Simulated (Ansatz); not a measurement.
**H6O2SiSn: one species, many methods**

How much do the methods differ for H6O2SiSn? The plan is to run it at one geometry with functionals of several rungs and with coupled cluster. The yardstick is the atomisation energy at the CCSD(T) limit.

Program: Ansatz 0.2.0, Gaussian basis. Level of theory: functionals in def2-TZVPP, the program's frozen cores in correlated methods. These are calculated values, not measurements.

The runs, in order: PBE-D4, r2SCAN-D4, PBE0-D4, B3LYP-D4, ωB97X-V, ωB97M-V, B2PLYP; CCSD(T)/def2-TZVPP; MP2/def2-QZVPP; extrapolation to the limit.

### 1 The geometry

The geometry comes from an earlier relaxation with PBE0-D4 in a triple-zeta def2 set; it is a stationary point, not always the lowest conformer. Sn takes the def2 core potential; no spin-orbit term is included.

10 atoms, charge 0, spin multiplicity 1.

Atoms are counted from 1 here; the program's logs count them from 0.

Bond lengths: O1–Si2 1.654 Å, O1–H5 0.958 Å, Si2–Sn3 2.583 Å, Si2–H6 1.492 Å, Si2–H7 1.482 Å, Sn3–O4 1.978 Å, Sn3–H8 1.706 Å, Sn3–H9 1.719 Å, O4–H10 0.960 Å. Angles: Si2–O1–H5 117.8°, O1–Si2–Sn3 111.1°, O1–Si2–H6 111.5°, O1–Si2–H7 105.6°, Sn3–Si2–H6 109.4°, Sn3–Si2–H7 109.9°, H6–Si2–H7 109.2°, Si2–Sn3–O4 108.8°, Si2–Sn3–H8 115.8°, Si2–Sn3–H9 112.4°, O4–Sn3–H8 102.3°, O4–Sn3–H9 107.0°, H8–Sn3–H9 109.7°, Sn3–O4–H10 112.8°.

### 2 PBE-D4 (GGA)

in.yaml

```yaml
crystal:
  periodic: [false, false, false]
  atoms:
    - {symbol: O, position_ang: [-1.930806, 1.076168, 0.180390]}
    - {symbol: Si, position_ang: [-0.301912, 1.286845, 0.372969]}
    - {symbol: Sn, position_ang: [0.964917, -0.946751, 0.091797]}
    - {symbol: O, position_ang: [0.769342, -1.558656, -1.779320]}
    - {symbol: H, position_ang: [-2.395708, 0.561128, 0.841104]}
    - {symbol: H, position_ang: [0.018476, 1.874684, 1.706186]}
    - {symbol: H, position_ang: [0.105417, 2.236411, -0.689715]}
    - {symbol: H, position_ang: [2.658947, -0.867105, 0.272522]}
    - {symbol: H, position_ang: [0.332662, -2.190891, 1.095974]}
    - {symbol: H, position_ang: [-0.138235, -1.522933, -2.089008]}
basis:
  gaussian: {orbitals: def2-TZVPP}
hamiltonian: {xc: pbe, dispersion: d4}
output: {forces: true, orbitals: {seedname: orbitals}}
```

Command:

```bash
> ansatz run in.yaml --threads 4 --pin off --events-out ev --progress --plain --max-ram 10444MiB
```

Further steps of the session: r2SCAN-D4 (meta-GGA); PBE0-D4 (hybrid); B3LYP-D4 (hybrid); ωB97X-V (range-separated); ωB97M-V (range-separated); B2PLYP (double hybrid); CCSD(T) in def2-TZVPP; MP2 in def2-QZVPP.

Before running them: what should the planned runs give, taken together? Wanted: atomisation energy, CCSD(T)/CBS; farthest; mean size of error, hybrid; mean size of error, range-separated; gap, smallest and largest; T1 diagnostic; triples share of the correlation energy.

The runs gave:

| quantity | value |
| --- | --- |
| atomisation energy, CCSD(T)/CBS | 3101.8 kJ/mol |
| functionals within 31.0 kJ/mol (1.0 %) | ωB97X-V |
| farthest | PBE0-D4 (-92.0 kJ/mol) |
| mean size of error, hybrid | 72.9 kJ/mol |
| mean size of error, range-separated | 24.2 kJ/mol |
| gap, smallest and largest | 4.42 eV (PBE-D4), 10.60 eV (ωB97X-V) |
| T1 diagnostic | 0.0136 |
| triples share of the correlation energy | 3.2 % |

PBE-D4 misses by -31.9 kJ/mol. Double hybrids carry the basis error of their MP2 part in triple zeta, and no dispersion term here, so their miss is partly the set-up's. The reference freezes the cores and leaves out spin-orbit coupling and excitations past (T), and its outer-core shells are covered unevenly, so misses under about 31.0 kJ/mol can't be ranked. All levels share the lack of spin-orbit coupling, which lowers the free heavy atoms and so the true binding. Hartree-Fock recovers 69 % of the binding; the rest is correlation. Orbital gaps span 4.4 to 10.6 eV; exact exchange widens them. Correlated methods include outer-core shells of Sn, which these sets cover unevenly.
